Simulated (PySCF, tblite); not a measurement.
**C₇H₈N radical: geometry, infrared bands and EPR parameters**

Wanted: the infrared bands and EPR parameters of C₇H₈N radical (`N[C@@]12C=[C][C@@H](C=C1)C2`), by calculation.

Programs: tblite 0.8.0 and PySCF 2.14.0, with density-fitted response routines of our own. Each step states its level of theory. These are calculated values for one molecule in the gas phase, unless marked as measured. Atoms count from 0, in the outputs and in this text.

### 1 Starting geometry

16 atoms, charge 0, multiplicity 2; geometry from: force field or distance geometry start.

Bonds of the start (Å): N0–C1 1.42, C1–C2 1.56, C2–C3 1.30, C3–C4 1.49, C4–C5 1.53, C5–C6 1.36, C4–C7 1.55, C6–C1 1.52, C7–C1 1.55, N0–H8 1.01, N0–H9 1.01, C2–H10 1.07, C4–H11 1.09, C5–H12 1.09, C6–H13 1.07, C7–H14 1.09, C7–H15 1.11.

### 2 Geometry optimisation with GFN2-xTB

What the job is given:

```
{"job": {"kind": "relax", "xc": "GFN2-xTB", "basis": "xTB"}, "charge": 0, "multiplicity": 2}
N      0.195900     1.155300    -1.727000
C      0.165400     0.438500    -0.504900
C      1.526600    -0.047700     0.077300
C      1.226000    -0.996600     0.907400
C     -0.238900    -1.238100     0.959000
C     -0.878400     0.028900     1.518200
C     -0.639300     1.032400     0.637800
C     -0.531200    -0.941100    -0.537300
H      0.609000     0.575800    -2.450500
H      0.782000     1.973000    -1.622800
H      2.378100     0.596600     0.173000
H     -0.617200    -2.190200     1.326300
H     -1.389700     0.105400     2.477600
H     -0.920300     2.063200     0.743200
H     -0.063000    -1.651400    -1.224800
H     -1.612600    -0.894800    -0.763800
```

Launch:

```console
> OMP_NUM_THREADS=1 python probes_run.py task.json out
```

The driver reads the jobs from task.json and runs them one after another.

Standard output:

```text
step      E/eV     max force
  0    -593.41807    1.682
  1    -593.50189    1.433
  2    -593.56432    0.863
  3    -593.60853    0.469
  4    -593.63089    0.409
  5    -593.64476    0.284
  6    -593.65294    0.260
  7    -593.65943    0.339
  8    -593.66531    0.242
  9    -593.67107    0.209
 10    -593.67494    0.174
 11    -593.67759    0.173
 12    -593.68032    0.140
 13    -593.68309    0.160
 14    -593.68573    0.176
 15    -593.68781    0.151
 16    -593.68942    0.102
 17    -593.69086    0.112
 18    -593.69201    0.089
 19    -593.69261    0.061
 20    -593.69290    0.048
 21    -593.69311    0.051
 22    -593.69338    0.064
 23    -593.69365    0.053
 24    -593.69389    0.032
 25    -593.69411    0.031
 26    -593.69434    0.045
 27    -593.69460    0.050
 28    -593.69481    0.032
 29    -593.69497    0.035
 30    -593.69511    0.031
 31    -593.69526    0.035
 32    -593.69539    0.029
 33    -593.69548    0.025
 34    -593.69554    0.024
 35    -593.69560    0.024
 36    -593.69567    0.028
 37    -593.69575    0.022
 38    -593.69583    0.024
 39    -593.69593    0.023
 40    -593.69603    0.027
 41    -593.69611    0.023
 42    -593.69617    0.019
 43    -593.69621    0.016
 44    -593.69625    0.017
 45    -593.69628    0.018
 46    -593.69630    0.010
 47    -593.69631    0.006
```

Run time: 0.27 s. Hardware: 1 thread of Arm Neoverse V1, shared host.

Relaxation path: (not every step is listed)

```csv
step,energy from step 0 (eV),largest force (eV/Å)
0,0.0000,1.6825
1,-0.0838,1.4326
2,-0.1463,0.8631
3,-0.1905,0.4687
4,-0.2128,0.4094
5,-0.2267,0.2837
6,-0.2349,0.2596
7,-0.2414,0.3392
8,-0.2472,0.2425
11,-0.2595,0.1726
14,-0.2677,0.1760
17,-0.2728,0.1124
20,-0.2748,0.0481
23,-0.2756,0.0528
26,-0.2763,0.0450
29,-0.2769,0.0349
32,-0.2773,0.0287
35,-0.2775,0.0235
38,-0.2778,0.0239
41,-0.2780,0.0234
42,-0.2781,0.0192
43,-0.2781,0.0164
44,-0.2782,0.0171
45,-0.2782,0.0175
46,-0.2782,0.0100
47,-0.2782,0.0060
```

Close pairs (by a distance rule), those that changed most:

```csv
bond,before (Å),after (Å),change (Å)
C1–C2,1.558,1.593,+0.035
C5–C6,1.356,1.327,-0.030
C3–C4,1.486,1.511,+0.026
C5–H12,1.090,1.073,-0.017
C7–H15,1.106,1.090,-0.016
C4–C7,1.553,1.545,-0.008
C4–C5,1.525,1.519,-0.007
C2–C3,1.296,1.301,+0.005
```

The next job starts from the end point, and lists it.

### 3 Vibrational analysis with GFN2-xTB

What the job is given:

```
{"job": {"kind": "ir", "xc": "GFN2-xTB", "basis": "xTB"}, "charge": 0, "multiplicity": 2}
N      0.200637     1.162660    -1.693349
C      0.148678     0.415128    -0.493230
C      1.527759    -0.027391     0.171239
C      1.202018    -0.991785     0.981325
C     -0.290674    -1.226507     0.958157
C     -0.903589     0.047874     1.511620
C     -0.640311     1.023079     0.651589
C     -0.515275    -0.975261    -0.549838
H      0.651844     0.659643    -2.446428
H      0.631382     2.069804    -1.567764
H      2.456717     0.449569    -0.062864
H     -0.649832    -2.160920     1.377486
H     -1.401828     0.104836     2.460331
H     -0.873739     2.068289     0.712126
H      0.015656    -1.680241    -1.188662
H     -1.567042    -0.929833    -0.833150
```

Standard output:

```text
mode    cm-1     km/mol
  1     257.9     26.50
  2     298.1      6.27
  3     317.2      6.65
  4     418.5      0.33
  5     456.6      3.62
  6     479.0      3.44
  7     504.8      2.74
  8     616.2     14.58
  9     643.7     11.04
 10     714.4     17.44
 11     764.0      7.11
 12     780.6     16.40
 13     795.6     83.08
 14     819.4     27.55
 15     822.0    233.04
 16     890.1     48.94
 17     940.5      3.61
 18     961.3      5.80
 19     975.8      1.56
 20     987.2      2.45
 21    1029.3      9.90
 22    1063.1      1.27
 23    1083.2      6.49
 24    1092.6      5.45
 25    1161.8      4.60
 26    1198.7      2.21
 27    1210.0      2.07
 28    1235.0      5.01
 29    1242.1      8.81
 30    1329.5     81.94
 31    1478.0      0.26
 32    1521.6     41.82
 33    1632.1     29.90
 34    1690.5     14.57
 35    2987.3     48.11
 36    2996.3     46.87
 37    3029.0     50.42
 38    3139.4     16.55
 39    3156.7     39.08
 40    3171.8     29.85
 41    3411.2      0.33
 42    3448.3      0.78
```

Run time: 0.48 s. Hardware: 1 thread of Arm Neoverse V1, shared host.

The strongest bands and the atoms that carry them (share of the mass-weighted mode):

```csv
cm⁻¹,km/mol,atoms
796,83.1,"C3 13 %, H13 13 %, C5 11 %, C2 10 %"
822,233.0,"H9 25 %, H8 23 %, N0 14 %, H13 13 %"
890,48.9,"C6 28 %, C1 19 %, C7 12 %"
1330,81.9,C1 58 %
1522,41.8,"H9 45 %, H8 44 %"
2987,48.1,H15 89 %
2996,46.9,H14 90 %
3029,50.4,H11 92 %
```

### 4 g tensor and hyperfine couplings: B3LYP/pcH-1

Settings changed since step 3:

```diff
@@ -1,2 +1,2 @@
-{"job": {"kind": "ir", "xc": "GFN2-xTB", "basis": "xTB"}, "charge": 0, "multiplicity": 2}
+{"job": {"kind": "epr", "basis": "pcH-1"}, "charge": 0, "multiplicity": 2}
 N      0.200637     1.162660    -1.693349
```

With the program's defaults for keys left out, this is: UKS B3LYP, pcH-1 on C H N, non-relativistic, mean-field spin-orbit, GIAO.

Standard output:

```text
UKS, coarse grid
  cycle   1  E = -326.09239083  |g| = 3.59e-01
  cycle   2  E = -326.08369992  |g| = 4.01e-01
  cycle   3  E = -326.16082338  |g| = 5.04e-02
  cycle   4  E = -326.16089637  |g| = 5.34e-02
  cycle   5  E = -326.16232852  |g| = 1.26e-02
  cycle   6  E = -326.16245359  |g| = 6.34e-03
  cycle   7  E = -326.16249163  |g| = 2.43e-03
  cycle   8  E = -326.16250808  |g| = 1.03e-03
  cycle   9  E = -326.16251144  |g| = 7.19e-04
UKS, final grid
  cycle   1  E = -326.16255599  |g| = 1.02e-03
  cycle   2  E = -326.16255522  |g| = 1.75e-03
  cycle   3  E = -326.16255673  |g| = 2.24e-04
  cycle   4  E = -326.16255679  |g| = 1.67e-04
  cycle   5  E = -326.16255686  |g| = 1.41e-04
  cycle   6  E = -326.16255688  |g| = 2.05e-05
  cycle   7  E = -326.16255688  |g| = 8.30e-06
E = -326.16255688 Eh   <S^2> = 0.7608 (exact 0.7500)
g shifts (ppm)      1          2          3
  rmc          -168       -168       -168
  gc             23         19        -17
  oz_so        -560        -33       1087
  total        -705       -182        902
hyperfine (MHz)  atom isotope    a_iso     a_fc   dipolar eigenvalues
    0   14N       1.71       1.71     -2.93     -2.83      5.76
    1   13C      45.89      45.89     -9.33     -8.11     17.44
    2   13C      -1.10      -1.10    -23.87     -0.19     24.07
    3   13C     408.15     408.15    -72.81    -50.28    123.09
    4   13C      36.09      36.09     -8.70     -6.74     15.44
    5   13C       6.03       6.03     -1.35     -1.03      2.39
    6   13C       1.53       1.53     -2.73     -0.93      3.66
    7   13C       7.91       7.91     -2.95     -2.28      5.23
    8    1H      -0.06      -0.06     -3.45     -0.70      4.15
    9    1H      -1.47      -1.47     -3.62     -0.99      4.60
   10    1H      38.57      38.57     -6.38     -3.75     10.13
   11    1H      22.30      22.30     -6.88     -5.73     12.61
   12    1H       2.96       2.96     -2.08     -1.77      3.86
   13    1H       0.62       0.62     -2.02     -1.04      3.07
   14    1H      -1.23      -1.23     -3.57     -2.23      5.80
   15    1H       4.35       4.35     -2.46     -1.20      3.66
```

Wall time 84 s (1 thread of Arm Neoverse V1, shared host); peak memory 0.97 GiB.

Principal g values 2.00161, 2.00214, 2.00322; g(iso) = 2.00232, against 2.00232 for a free electron.

Hyperfine couplings; where a row names several nuclei, a(iso) is their mean (it holds for fast rotation or exchange) and the dipolar term the largest among them:

```csv
nuclei,isotope,a(iso) (MHz),"a(iso) (G, at g = 2.0023)",largest dipolar term (MHz)
C3,13C,408.2,145.6,123.1
C1,13C,45.9,16.4,17.4
H10,1H,38.6,13.8,10.1
C4,13C,36.1,12.9,15.4
H11,1H,22.3,8.0,12.6
C7,13C,7.9,2.8,5.2
C5,13C,6.0,2.2,2.4
H15,1H,4.3,1.6,3.7
H12,1H,3.0,1.1,3.9
N0,14N,1.7,0.6,5.8
C6,13C,1.5,0.5,3.7
H14,1H,-1.2,-0.4,5.8
C2,13C,-1.1,-0.4,24.1
"H8, H9",1H,-0.8,-0.3,4.6
```

Mulliken spin populations:

N0 0.05; C1 0.09; C2 -0.12; C3 0.92; C4 0.00; C5 0.00; C6 0.02; C7 0.02; H8 0.00; H9 0.00; H10 0.02; H11 0.01; H12 0.00; H13 0.00; H14 0.00; H15 0.00

In first order the couplings over 0.8 MHz of 1H, 14N give 96 distinct lines over 26.0 G, if the averaged nuclei exchange fast.

The fields below are evaluated on a grid from the run's orbitals.

ELF in a plane through or near 8 of the atoms.

Values, 10 rows by 14 columns:
```
0.00 0.00 0.00 0.00 0.00 0.00 0.00 0.00 0.00 0.00 0.00 0.00 0.00 0.00
0.00 0.00 0.00 0.00 0.00 0.00 0.00 0.00 0.00 0.00 0.00 0.00 0.00 0.00
0.00 0.00 0.00 0.01 0.00 0.00 0.15 0.55 0.12 0.00 0.00 0.00 0.00 0.00
0.00 0.00 0.27 0.97 0.68 0.10 0.43 0.85 0.20 0.00 0.08 0.04 0.00 0.00
0.00 0.00 0.53 0.99 0.91 0.28 0.73 0.68 0.46 0.34 0.92 0.69 0.02 0.00
0.00 0.00 0.00 0.06 0.71 0.83 0.11 0.60 0.17 0.73 0.80 0.33 0.02 0.00
0.00 0.00 0.41 0.99 0.96 0.32 0.33 0.27 0.32 0.31 0.98 0.92 0.07 0.00
0.00 0.00 0.21 0.97 0.77 0.07 0.68 1.00 0.94 0.00 0.04 0.02 0.00 0.00
0.00 0.00 0.00 0.01 0.00 0.00 0.28 0.92 0.73 0.00 0.00 0.00 0.00 0.00
0.00 0.00 0.00 0.00 0.00 0.00 0.00 0.00 0.00 0.00 0.00 0.00 0.00 0.00
```
The map spans 10.2 Å across and 9.9 Å up, centred on the molecule. Atoms in the plane (x, y in Å): C1 (0.6, -0.1), C4 (-1.5, 0.6), C5 (-1.5, -1.0), C6 (-0.2, -1.3), H9 (2.5, -0.9), H11 (-2.4, 1.1), H12 (-2.4, -1.6), H13 (0.2, -2.3).

log10 of the density (e/Å³) in the same plane.

Ten even steps from '0' (-4.0) to '9' (1.7):
```
0000000000000000000000000000
0000000000000000000000000000
0000000000000000000000000000
0000000001122222210000000000
0000011122233443321000000000
0001123333344554432211100000
0001244555555665433332210000
0012346666666665544444321000
0012356777777666655665432000
0002345667776677767766432100
0001234567766679777776532100
0002245677877777666776542100
0012346777777976655666432100
0002345666666776544444321000
0001234555556776543222210000
0000123333344555432110000000
0000011122233444321000000000
0000000000011222110000000000
0000000000000000000000000000
0000000000000000000000000000
```
The map spans 10.2 Å across and 9.9 Å up, centred on the molecule. Atoms in the plane (x, y in Å): C1 (0.6, -0.1), C4 (-1.5, 0.6), C5 (-1.5, -1.0), C6 (-0.2, -1.3), H9 (2.5, -0.9), H11 (-2.4, 1.1), H12 (-2.4, -1.6), H13 (0.2, -2.3).

On the surface of density 0.002 e/bohr³ the electrostatic potential runs, from the 1st to the 99th percentile, from -1.39 V near N0 to 1.62 V near H9.

The spin density lies nearest to C3 71 %; C2 7 % (beta excess).

### 5 Summary of results

| quantity | value |
| --- | --- |
| strongest single infrared mode (GFN2-xTB) | 822 cm⁻¹, 233 km/mol |
| zero-point energy (GFN2-xTB) | 81.1 kcal/mol |
| g(iso) (B3LYP) | 2.00232 |
| ⟨S²⟩ | 0.761 (exact 0.75) |
| largest a(iso) (averaged by class) | 13C on C3, 408.2 MHz |
| surface potential, 1st and 99th percentile | -1.39 V and 1.62 V |

What this shows: The optimisation took 47 steps and gained 0.278 eV; among the close pairs (by a distance rule), C1–C2 changed most, from 1.558 to 1.593 Å. No mode is imaginary among the 42: a minimum at this level. Unscaled tight-binding wavenumbers are off by several per cent, some by more. Its intensities can rank the bands wrongly. Most of the unpaired spin sits on C3 (0.92 e). The isotropic g lies 0.0 ppt above the free-electron value.
